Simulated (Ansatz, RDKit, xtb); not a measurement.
**C6H9NO: which of the isomers drawn lies lowest?**

A sample of isomers of C6H9NO is drawn. Aim: find which of them has the lowest free energy at 298.15 K, then its properties. The sample is small against all isomers, and the most stable one of this formula need not be in it.

The funnel: GFN2-xTB relaxations, single points with a density functional, relaxations at B3LYP/def2-SVP, harmonic vibrations (at GFN2-xTB), and a last energy at a higher level. All values are calculated.

## (1) Candidates

Isomers were taken from a list of plausible structures; this is a sample, not all of them. That gives 4 candidates.

```tsv
label	SMILES	spin
c318	C=C(O)N[C@@H]1C=CC1	singlet
c526	C/C(O)=N\[C@@H]1C=CC1	singlet
c943	C/C(O)=N/[C@@H]1C=CC1	singlet
c947	CC(=O)N[C@@H]1C=CC1	singlet
```

Candidates are built by distance geometry, with a force field where one applies, in up to four conformers (letters a to d).

Q: Predict the outcome of this search (final energies at CCSD(T)/def2-SVP + MP2/def2-TZVPP - MP2/def2-SVP).

| quantity | value |
| --- | --- |
| lowest structure found | CC(=O)N[C@@H]1C=CC1, singlet |
| next finalist | C/C(O)=N\[C@@H]1C=CC1, singlet, 12.7 kcal/mol higher in G |
| share at equilibrium, among the finalists | 100.0 % |

The search ends on `CC(=O)N[C@@H]1C=CC1`. Among the finalists first place is clear (12.7 kcal/mol); structures outside the list aren't covered. With 3 minima in the window unscreened, the next finalist need not be the second lowest, and margin and share hold for the finalists alone. GFN2-xTB, HF/STO-3G, r2SCAN-D4/def2-SVP, B3LYP/def2-SVP, HF/def2-SVP and MP2/def2-SVP already put its bonding pattern lowest among the structures in one piece. 3 minima inside the window were never screened. Lowest found is not proven lowest: the search is finite, and each finalist counts with one conformer. Only 4 drawn patterns were tried, so whole families of isomers are missing, and the result ranks only the part of this sample that was screened.
